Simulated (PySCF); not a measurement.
# Tl(OH)3: other functionals and bases at one geometry

How far do other levels of theory move the description of Tl(OH)3, and what does each cost? It is a constructed species; whether it can be made isn't addressed.

Program: PySCF 2.14.0. Level of theory: several levels, as the steps say, no spin–orbit coupling. These are calculated values, not measurements.

4 further runs of the same task are left out: 1 for a known fault of the program, 2 that didn't finish, 1 set aside as unsound or not needed.

**1. Starting geometry**

7 atoms, charge 0, spin multiplicity 1.

Bond lengths: Tl1–O2 2.084 Å, Tl1–O4 2.113 Å, Tl1–O6 2.077 Å, O2–H3 0.971 Å, O4–H5 0.970 Å, O6–H7 0.971 Å. Angles: O2–Tl1–O4 125.6°, O2–Tl1–O6 123.8°, O4–Tl1–O6 110.6°, Tl1–O2–H3 106.0°, Tl1–O4–H5 107.9°, Tl1–O6–H7 104.6°.

Geometry (Å):

```xyz
7
charge 0, multiplicity 1
Tl    0.65625   -0.02054    0.18566
O    -0.43232   -0.00528    1.96291
H    -1.36627    0.05193    1.70362
O    -0.16599    0.01200   -1.76093
H    -1.13252   -0.01159   -1.67706
O     2.73181   -0.05252    0.10301
H     2.93904   -0.06211   -0.84600
```

Formal oxidation states: Tl +3. An earlier session relaxed this geometry at r2SCAN, Tl def2-SVP with ECP60, O def2-SVP, H def2-SVP (singlet, point group C1).

At r2SCAN on the finer grid: E = -399.728979 Eh, HOMO -6.87 eV, LUMO -3.57 eV, Mulliken charge on Tl1 +0.73 e, largest force component 0.026 eV/Å. 

Levels to run: BP86; revPBE; TPSS; BLYP; r2SCAN, TZVP; r2SCAN, x2c-SVP. Hardware: 2 threads of AMD EPYC 7R43 (Zen 3), shared host.

**2. BP86**

run.py (the lines that set the calculation) reads:

```python
mol = gto.M(atom='''
Tl     0.65625    -0.02054     0.18566
O     -0.43232    -0.00528     1.96291
H     -1.36627     0.05193     1.70362
O     -0.16599     0.01200    -1.76093
H     -1.13252    -0.01159    -1.67706
O      2.73181    -0.05252     0.10301
H      2.93904    -0.06211    -0.84600''',
    basis={'Tl': 'def2-SVP', 'O': 'def2-SVP', 'H': 'def2-SVP'},
    ecp={'Tl': 'def2-SVP'},
    charge=0, spin=0)
mf = dft.RKS(mol, xc='B88,P86')
mf.grids.atom_grid = (75, 302)
mf = mf.density_fit()  # fitting sets: Tl def2-universal-JKFIT, O def2-universal-JKFIT, H def2-universal-JKFIT
mf.conv_tol = 1e-08; mf.max_cycle = 55
mf.kernel(dm0)  # dm0: the density of the relaxed state
```

Started as:

```console
$ OMP_NUM_THREADS=2 python run.py
```

**3. revPBE**

run.py (the lines that set the calculation): that of step 2 with these lines changed.

```diff
@@ -11,3 +11,3 @@
     charge=0, spin=0)
-mf = dft.RKS(mol, xc='B88,P86')
+mf = dft.RKS(mol, xc='PBE_R,PBE')
 mf.grids.atom_grid = (75, 302)
```

**4. TPSS**

run.py (the lines that set the calculation): that of step 3 with these lines changed.

```diff
@@ -11,3 +11,3 @@
     charge=0, spin=0)
-mf = dft.RKS(mol, xc='PBE_R,PBE')
+mf = dft.RKS(mol, xc='TPSS')
 mf.grids.atom_grid = (75, 302)
```

**5. BLYP**

run.py (the lines that set the calculation): that of step 4 with these lines changed.

```diff
@@ -11,3 +11,3 @@
     charge=0, spin=0)
-mf = dft.RKS(mol, xc='TPSS')
+mf = dft.RKS(mol, xc='BLYP')
 mf.grids.atom_grid = (75, 302)
```

**6. r2SCAN, TZVP**

Basis: Tl def2-TZVP with ECP60, O def2-TZVP, H def2-TZVP. 

run.py (the lines that set the calculation): that of step 5 with these lines changed.

```diff
@@ -8,6 +8,6 @@
 H      2.93904    -0.06211    -0.84600''',
-    basis={'Tl': 'def2-SVP', 'O': 'def2-SVP', 'H': 'def2-SVP'},
-    ecp={'Tl': 'def2-SVP'},
+    basis={'Tl': 'def2-TZVP', 'O': 'def2-TZVP', 'H': 'def2-TZVP'},
+    ecp={'Tl': 'def2-TZVP'},
     charge=0, spin=0)
-mf = dft.RKS(mol, xc='BLYP')
+mf = dft.RKS(mol, xc='R2SCAN')
 mf.grids.atom_grid = (75, 302)
@@ -15,2 +15,2 @@
 mf.conv_tol = 1e-08; mf.max_cycle = 55
-mf.kernel(dm0)  # dm0: the density of the relaxed state
+mf.kernel(dm0)  # dm0: free metal ions and neutral atoms
```

**7. r2SCAN, x2c-SVP**

Basis: Tl x2c-SVPall, O x2c-SVPall, H x2c-SVPall. All electrons are treated, with the spin-free X2C Hamiltonian.

run.py (the lines that set the calculation) reads:

```python
mol = gto.M(atom='''
Tl     0.65625    -0.02054     0.18566
O     -0.43232    -0.00528     1.96291
H     -1.36627     0.05193     1.70362
O     -0.16599     0.01200    -1.76093
H     -1.13252    -0.01159    -1.67706
O      2.73181    -0.05252     0.10301
H      2.93904    -0.06211    -0.84600''',
    basis={'Tl': 'x2c-SVPall', 'O': 'x2c-SVPall', 'H': 'x2c-SVPall'},
    nucmod='G',
    charge=0, spin=0)
mf = dft.RKS(mol, xc='R2SCAN')
mf.grids.atom_grid = (99, 590)
mf = mf.density_fit()  # fitting sets: Tl AutoAux, O AutoAux, H AutoAux
mf = mf.sfx2c1e()
mf.conv_tol = 1e-08; mf.max_cycle = 55
mf.kernel(dm0)  # dm0: free metal ions and neutral atoms
```

What does the calculation give? Wanted: for each run, HOMO; gap; charge on Tl1; dipole; largest force.

**Answer**, as computed:

| level | state | HOMO (eV) | gap (eV) | charge on Tl1 (e) | dipole (D) | largest force (eV/Å) | basis functions | time |
| --- | --- | --- | --- | --- | --- | --- | --- | --- |
| r2SCAN (relaxed here) | singlet | -6.87 | 3.30 | 0.73 | 2.69 | 0.03 | 83 | 30 s |
| BP86 | singlet | -6.55 | 2.82 | 0.59 | 2.60 | 0.47 | 83 | 6.2 s |
| revPBE | singlet | -6.37 | 2.83 | 0.62 | 2.55 | 0.59 | 83 | 6.5 s |
| TPSS | singlet | -6.56 | 3.04 | 0.65 | 2.59 | 0.39 | 83 | 8.7 s |
| BLYP | singlet | -6.29 | 2.76 | 0.58 | 2.55 | 0.65 | 83 | 6 s |
| r2SCAN, TZVP | singlet | -7.24 | 3.41 | 0.90 | 2.55 | 0.40 | 161 | 25 s |
| r2SCAN, x2c-SVP | singlet | -6.84 | 3.26 | 0.81 | 2.67 | 0.33 | 119 | 47 s |

Times are on 2 threads of AMD EPYC 7R43 (Zen 3), shared host; the first row also made further properties.

In one basis the gap runs from 2.76 eV (BLYP) to 3.30 eV (r2SCAN). The largest leftover force, 0.65 eV/Å with BLYP, stands at a geometry relaxed at another level. The Mulliken charge on Tl spans +0.58 to +0.90 e over the levels. Total energies of different levels can't be compared. Spin–orbit coupling is left out throughout.
